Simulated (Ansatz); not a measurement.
Working through vertical spin-state energies of AsH₃, SMILES [AsH3]

With Ansatz 0.2.0, Python API.

At the Python prompt:
```pycon
>>> import ansatz as az
>>> ash3 = (
...     az.Crystal.molecule()
...     .atom("As", [-0.22182, 0.50373, -0.35727])
...     .atom("H", [0.33966, 0.59413, 1.02703])
...     .atom("H", [-1.01983, -0.68904, 0.06761])
...     .atom("H", [0.90199, -0.40881, -0.73737])
... )
>>> calc = (
...     ash3.calculation()
...     .basis(gaussian="6-31G*")  # the orbital basis, by name
...     .functional("r2SCAN")
... )
>>> found = {}
>>> for unpaired in [0, 2]:
...     data = calc.spin("collinear", total=unpaired).run(threads=1).report
...     s = unpaired / 2
...     found[unpaired] = data["free_energy_ev"]
...     print(f"2S+1 = {unpaired + 1}: E = {found[unpaired]:.5f} eV, <S^2> = {abs(data['mean_field']['state']['spin_squared']):.3f} (pure state {s * (s + 1):.2f})")
...
2S+1 = 1: E = -60881.40925 eV, <S^2> = 0.000 (pure state 0.00)
2S+1 = 3: E = -60875.14104 eV, <S^2> = 2.006 (pure state 2.00)
>>> lowest = min(found, key=found.get)
>>> for unpaired, e in found.items():
...     print(f"multiplicity {unpaired + 1}: {23.060548 * (e - found[lowest]):.1f} kcal/mol above the lowest")
...
multiplicity 1: 0.0 kcal/mol above the lowest
multiplicity 3: 144.5 kcal/mol above the lowest
```

In order: multiplicity 1 (+0.00 eV) and multiplicity 3 (+6.27 eV), all at the one geometry.

What to keep in mind:
- These settings explore the input space; basis and method may be short of convergence.
- The geometry is a force-field or estimated start, not a minimum of this method, and the basis set is short of its limit. All parts are taken at fixed geometry, without zero-point energy.
- The whole script took 7.1 s on 1 thread of Intel(R) Xeon(R) 6975P-C (Granite Rapids), on a shared host, peak memory 0.18 GiB.

(Lines on the test bed's own set-up are left out of the output.)
